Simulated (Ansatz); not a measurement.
# SiW: the cost of one run

Method: def2-QZVPP, core rule «outside noble gas», up to 9 orbitals frozen; program: Ansatz 0.2.0, Gaussian basis.

To be run: UHF; ROHF; CCSD(T) on UHF.

2 further runs of the same task are left out: 2 set aside as unsound or not needed.

**1. The geometry**

The geometry is a PBE0/def2-TZVP stationary point (not a proven minimum) of the parent state, kept for this charge and spin. No spin-orbit coupling is included. Elements past krypton take def2 core potentials.

2 atoms, charge 0, spin multiplicity 5.

Atoms are counted from 1 here; the program's logs count them from 0.

Bond lengths: W1–Si2 2.218 Å.

**2. UHF**

File in.yaml:

```yaml
crystal:
  periodic: [false, false, false]
  atoms:
    - {symbol: W, position_ang: [0.000000, 0.000000, 0.000000]}
    - {symbol: Si, position_ang: [0.000000, 0.000000, 2.218234]}
basis:
  gaussian: {orbitals: "def2-QZVPP.json"}
magnetization: {spin_polarized: true, initial_magnetization: 4}
hamiltonian: {xc: hf}
output: {orbitals: {seedname: orbitals}}
```

Launch:

```console
ansatz run in.yaml --threads 1 --pin off --events-out ev --progress --plain --max-ram 4096MiB --backend cpu
```

What time and memory should one allow on 1 thread of AMD EPYC 7R13, shared host?

About 50 s, with a peak of 0.4 GiB.
